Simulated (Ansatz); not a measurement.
**CH₆FNO₂Si: one species, many methods**

One table from this session's results is given with a row withheld; the runs are named, their logs left out.

The runs use Ansatz 0.2.0, Gaussian basis; functionals in def2-TZVPP, the program's frozen cores in correlated methods.

Plan: LDA (SPW92), PBE-D4, revPBE-D4, BLYP-D4, r2SCAN-D4, B97M-V, PBE0-D4, B3LYP-D4, r2SCANh-D4, r2SCAN0-D4, HSE06-D4, BHLYP-D4, CAM-B3LYP-D4, LC-ωPBE, ωB97X-V, ωB97M-V, B2PLYP, PBE-QIDH; CCSD(T)/def2-SVP; CCSD(T)/def2-TZVPP; MP2/def2-QZVPP; extrapolation to the limit; RPA on PBE.

## Structure used throughout

The geometry comes from an earlier relaxation with PBE0-D4 in a triple-zeta def2 set; it is a stationary point, not always the lowest conformer.

12 atoms, charge 0, spin multiplicity 1.

Atoms are counted from 1 here; the program's logs count them from 0.

Bond lengths: C1–O2 1.412 Å, C1–H7 1.094 Å, C1–H8 1.091 Å, C1–H9 1.094 Å, O2–Si3 1.619 Å, Si3–N4 1.691 Å, Si3–O5 1.630 Å, Si3–F6 1.595 Å, N4–H10 1.007 Å, N4–H11 1.006 Å, O5–H12 0.958 Å. Angles: O2–C1–H7 111.0°, O2–C1–H8 108.1°, O2–C1–H9 111.3°, H7–C1–H8 108.6°, H7–C1–H9 108.9°, H8–C1–H9 108.9°, C1–O2–Si3 125.2°, O2–Si3–N4 113.5°, O2–Si3–O5 106.2°, O2–Si3–F6 109.5°, N4–Si3–O5 112.6°, N4–Si3–F6 105.2°, O5–Si3–F6 109.8°, Si3–N4–H10 119.6°, Si3–N4–H11 120.5°, H10–N4–H11 111.5°, Si3–O5–H12 117.0°.

The first run:

File in.yaml:

```yaml
crystal:
  periodic: [false, false, false]
  atoms:
    - {symbol: C, position_ang: [-0.124051, 1.694072, 1.110315]}
    - {symbol: O, position_ang: [0.309429, 0.367727, 0.891914]}
    - {symbol: Si, position_ang: [0.168347, -0.442379, -0.502295]}
    - {symbol: N, position_ang: [0.590215, -2.074849, -0.380186]}
    - {symbol: O, position_ang: [-1.369755, -0.228315, -0.998374]}
    - {symbol: F, position_ang: [1.173228, 0.170488, -1.579044]}
    - {symbol: H, position_ang: [0.500758, 2.406000, 0.562115]}
    - {symbol: H, position_ang: [-0.039648, 1.905982, 2.177175]}
    - {symbol: H, position_ang: [-1.165416, 1.826775, 0.803678]}
    - {symbol: H, position_ang: [1.551969, -2.349529, -0.493953]}
    - {symbol: H, position_ang: [0.106741, -2.680353, 0.262038]}
    - {symbol: H, position_ang: [-1.624816, -0.650718, -1.819482]}
basis:
  gaussian: {orbitals: def2-TZVPP}
hamiltonian: {xc: lda}
output: {orbitals: {seedname: orbitals}}
```

Launch:

```
ansatz run in.yaml --threads 4 --pin off --events-out ev --progress --plain --max-ram 10444MiB
```

Among the steps run: LDA; PBE-D4 (GGA); revPBE-D4 (GGA); BLYP-D4 (GGA); r2SCAN-D4 (meta-GGA); B97M-V (meta-GGA); B3LYP-D4 (hybrid); r2SCANh-D4 (hybrid); r2SCAN0-D4 (hybrid); HSE06-D4 (hybrid); BHLYP-D4 (hybrid); CAM-B3LYP-D4 (range-separated); LC-ωPBE (range-separated); ωB97X-V (range-separated); ωB97M-V (range-separated); B2PLYP (double hybrid); PBE-QIDH (double hybrid).

One of the session's tables, all rows but one given; the rest of the session is left out.

It belongs to the step «Orbital energies across the functionals». 

| functional | HOMO (eV) | LUMO (eV) | gap (eV) |
| --- | --- | --- | --- |
| LDA (SPW92) | -6.62 | -0.33 | 6.29 |
| PBE-D4 | -6.43 | -0.17 | 6.27 |
| revPBE-D4 | -6.36 | -0.08 | 6.28 |
| BLYP-D4 | -6.30 | -0.21 | 6.09 |
| r2SCAN-D4 | -6.76 | 0.54 | 7.30 |
| B97M-V | -6.86 | 0.07 | 6.93 |
| PBE0-D4 | -7.97 | 0.71 | 8.68 |
| B3LYP-D4 | -7.70 | 0.33 | 8.03 |
| r2SCANh-D4 | ? | ? | ? |
| r2SCAN0-D4 | -8.20 | 1.17 | 9.38 |
| HSE06-D4 | -7.56 | 0.34 | 7.90 |
| BHLYP-D4 | -9.41 | 1.33 | 10.74 |
| CAM-B3LYP-D4 | -9.45 | 1.47 | 10.91 |
| LC-ωPBE | -10.90 | 2.85 | 13.75 |
| ωB97X-V | -10.50 | 2.61 | 13.11 |
| ωB97M-V | -10.40 | 2.15 | 12.55 |

**Question.** Estimate the row for r2SCANh-D4.

Worked estimate for «HOMO (eV)». Against the share of exact exchange, r2SCAN-D4 (0, -6.76), r2SCAN0-D4 (0.25, -8.20) give a slope of -5.76 per unit share; at 0.1 the line stands at -7.34.

The run gave: HOMO (eV): -7.34; LUMO (eV): 0.80; gap (eV): 8.14. In «HOMO (eV)» the line misses by 0.00.
